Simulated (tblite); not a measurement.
# C6H9BF2Si: the cost of one run

Programs: tblite 0.8.0 and PySCF 2.14.0, with density-fitted response routines of our own. Each step states its level of theory. These are calculated values for one molecule in the gas phase, unless marked as measured. Atoms count from 0, in the outputs and in this text.

## (1) The molecule as given

19 atoms, charge 0, multiplicity 1; geometry from: force field or distance geometry start.

Bonds of the start (Å): C0–C1 1.32, C1–C2 1.47, C2–Si3 1.87, Si3–C4 1.85, C4–C5 1.49, C5–C6 1.20, C6–B7 1.53, B7–F8 1.44, B7–F9 1.45, C0–H10 1.10, C0–H11 1.07, C1–H12 1.12, C2–H13 1.11, C2–H14 1.12, Si3–H15 1.50, Si3–H16 1.48, C4–H17 1.11, C4–H18 1.13.

## (2) Optimising the geometry with GFN2-xTB

Job settings and geometry (Å):

```
{"job": {"kind": "relax", "xc": "GFN2-xTB", "basis": "xTB"}, "charge": 0, "multiplicity": 1}
C      3.359200     0.608100    -1.152900
C      2.793100    -0.367200    -0.462600
C      1.386500    -0.745200    -0.647700
Si     0.378400    -0.543300     0.919600
C     -0.661000     0.981900     0.787500
C     -2.018300     0.588200     0.326600
C     -3.108800     0.269800    -0.061400
B     -4.500300    -0.117500    -0.557300
F     -5.649300     0.688900    -0.236200
F     -4.754700    -1.510300    -0.878800
H      2.784500     1.180300    -1.896300
H      4.389800     0.841000    -0.969300
H      3.394100    -0.924000     0.298300
H      1.371200    -1.830600    -0.895600
H      0.880500    -0.203400    -1.489600
H      1.322000    -0.328100     2.061700
H     -0.426200    -1.756300     1.161000
H     -0.700400     1.540100     1.741600
H     -0.250200     1.636900    -0.040800
```

Launch:

```sh
$ OMP_NUM_THREADS=1 python probes_run.py task.json out
```

This one command runs all jobs of the session in turn.

Q: Estimate the wall time of this first job on 1 thread of Arm Neoverse N1, shared host.

About 3 s.
